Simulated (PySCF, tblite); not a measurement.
**C₄H₁₀F₂Si₂: geometry, infrared bands and NMR shifts**

Aim: predict the infrared bands and NMR shifts of C₄H₁₀F₂Si₂ (`C[SiH2]/C(=C/[SiH3])C(F)F`).

The runs use tblite 0.8.0 and PySCF 2.14.0, with density-fitted response routines of our own; the level of theory stands in each step. All values are computed, except where a source is named. Atoms are numbered from 0 throughout.

## 1. The molecule as given

18 atoms, charge 0, multiplicity 1; geometry from: force field or distance geometry start.

Bonds of the start (Å): C0–Si1 1.85, Si1–C2 1.90, C2–C3 1.36, C3–Si4 1.84, C2–C5 1.50, C5–F6 1.36, C5–F7 1.36, C0–H8 1.09, C0–H9 1.11, C0–H10 1.09, Si1–H11 1.49, Si1–H12 1.47, C3–H13 1.08, Si4–H14 1.48, Si4–H15 1.48, Si4–H16 1.48, C5–H17 1.10.

## 2. Relaxing the molecule with GFN2-xTB

The job: settings as JSON, then the geometry in Å.

```
{"job": {"kind": "relax", "xc": "GFN2-xTB", "basis": "xTB"}, "charge": 0, "multiplicity": 1}
C     -2.646800     0.550100     0.663100
Si    -1.643900    -0.036200    -0.770900
C      0.176600    -0.260800    -0.272300
C      1.055900     0.751900    -0.476800
Si     2.853700     0.810900    -0.080300
C      0.398800    -1.630000     0.306100
F      1.703000    -1.833100     0.650300
F     -0.302800    -1.788000     1.460700
H     -2.287800     1.513200     1.036300
H     -3.706500     0.680300     0.377000
H     -2.629800    -0.159500     1.494000
H     -2.145200    -1.348000    -1.257000
H     -1.717200     0.934500    -1.869700
H      0.737400     1.684100    -0.909900
H      3.074900     0.682600     1.373700
H      3.375500     2.131700    -0.511700
H      3.570300    -0.245500    -0.835700
H      0.124900    -2.432100    -0.388500
```

Run with:

```
> OMP_NUM_THREADS=1 python probes_run.py task.json out
```

This one command runs all jobs of the session in turn.

**Question.** This job is followed by: GFN2-xTB harmonic vibrations, gas phase; GIAO PBE0/pcSseg-1 NMR shielding, non-relativistic, gas phase. What will the session give for the following? strongest single infrared mode (GFN2-xTB); zero-point energy (GFN2-xTB); 13C shifts against TMS (PBE0/pcSseg-1); 1H shifts against TMS (PBE0/pcSseg-1, means over atoms taken as alike); 29Si shifts against TMS (PBE0/pcSseg-1); 19F shifts against CFCl3 (PBE0/pcSseg-1, means over atoms taken as alike); surface potential, 1st and 99th percentile.

**Answer**, as computed:

| quantity | value |
| --- | --- |
| strongest single infrared mode (GFN2-xTB) | 803 cm⁻¹, 454 km/mol |
| zero-point energy (GFN2-xTB) | 75.4 kcal/mol |
| 13C shifts against TMS (PBE0/pcSseg-1) | 171.7, 151.7, 122.2, -3.9 ppm |
| 1H shifts against TMS (PBE0/pcSseg-1, means over atoms taken as alike) | 7.33, 6.71, 4.45, 4.12, 0.43 ppm |
| 29Si shifts against TMS (PBE0/pcSseg-1) | -39.6, -88.1 ppm |
| 19F shifts against CFCl3 (PBE0/pcSseg-1, means over atoms taken as alike) | -131.3 ppm |
| surface potential, 1st and 99th percentile | -0.80 V and 1.12 V |

**Reading.** Over 187 steps the energy fell by 0.248 eV; of the close pairs, C0–Si1 changed most, 1.846 to 1.896 Å. The lowest mode is slightly imaginary (6i cm⁻¹), a soft motion within the noise of the Hessian, so the minimum is not strictly shown. The strongest single mode, at 803 cm⁻¹, is carried by H15, H16, Si4. Unscaled tight-binding wavenumbers are off by several per cent, some by more. Its intensities can rank the bands wrongly. H13 (hydrogen on an alkene CH) lies farthest downfield among hydrogen, at 7.33 ppm; attached to an sp2 carbon and in the plane of the double bond. At PBE0/pcSseg-1: The widest tensor belongs to C3: span 266 ppm, with a paramagnetic part of -223 ppm. By nearest atom (PBE0/pcSseg-1), the HOMO sits on C2, C3 about 30 % each; C0 8 % and the LUMO on C2, C3 about 30 % each; H13 7 %.
